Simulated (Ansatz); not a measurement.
# Si3Br: the cost of one run

Program: Ansatz 0.2.0. Level of theory: DFT PBE, scalar-relativistic, plane waves, PAW, unless a step names another level. These are calculated values, not measurements.

3 further runs of the same task are left out: 3 that didn't finish.

**1. The starting structure**

Symmetry: R-3m, No. 166, trigonal system. Conventional cell: a = 3.901 Å, b = 3.901 Å, c = 45.501 Å, α = 90.00°, β = 90.00°, γ = 120.00°. Around Si (site symmetry 3m) lie 1 Br at 2.24 Å and 3 Si at 2.38 Å. Around Si (site symmetry 3m) lie 4 Si at 2.37 to 2.38 Å. Br (site symmetry 3m) is surrounded by 1 Si at 2.24 Å.

Structure file:

```
CELL_PARAMETERS angstrom
1.95060 1.12618 15.16694
-1.95060 1.12618 15.16694
0.00000 -2.25236 15.16694
ATOMIC_POSITIONS crystal
Si 0.07733 0.07733 0.07733
Si 0.39401 0.39401 0.39401
Si 0.34190 0.34190 0.34190
Si 0.65810 0.65810 0.65810
Si 0.92267 0.92267 0.92267
Si 0.60599 0.60599 0.60599
Br 0.12666 0.12666 0.12666
Br 0.87334 0.87334 0.87334
```

It came out lowest among 36 distinct ends of the trial cells. At a tolerance of 0.02 Å it has space group R-3m (No. 166).

**2. Tight relaxation for the response runs, on the response runs' mesh and smearing**

Input file input.yaml:

```yaml
crystal:
  lattice:
    - [1.9505997583, 1.1261792956, 15.1669445532]
    - [-1.9505997583, 1.1261792956, 15.1669445532]
    - [0.0, -2.2523585911, 15.1669445532]
  atoms:
    - { symbol: Si, position: [0.0773265898, 0.0773265898, 0.0773265898] }
    - { symbol: Si, position: [0.3940067344, 0.3940067344, 0.3940067344] }
    - { symbol: Si, position: [0.341902308, 0.341902308, 0.341902308] }
    - { symbol: Si, position: [0.658097692, 0.658097692, 0.658097692] }
    - { symbol: Si, position: [0.9226734102, 0.9226734102, 0.9226734102] }
    - { symbol: Si, position: [0.6059932656, 0.6059932656, 0.6059932656] }
    - { symbol: Br, position: [0.1266618772, 0.1266618772, 0.1266618772] }
    - { symbol: Br, position: [0.8733381228, 0.8733381228, 0.8733381228] }
basis:
  ecutwfc: 420
kpoints:
  mp_grid: { grid: [12, 12, 12] }
hamiltonian:
  xc: pbe
scf:
  occupations: { method: fixed }
output:
  forces: true
  stress: true
  eigenvalues: true
relax:
  adjacent_minimum: "off"
  f_tol: 0.001
  max_steps: 60
  cell: { stress_tol: 0.01 }
```

Run with:

```
ansatz run input.yaml --threads 3 --pin off --max-ram 7680MiB --backend cpu --events-out ev --progress --plain --runs-dir out
```

What time and memory should one allow on 3 threads of Intel Xeon at 2.70GHz, shared host?

About 2.1 min, with a peak of 1.1 GiB.
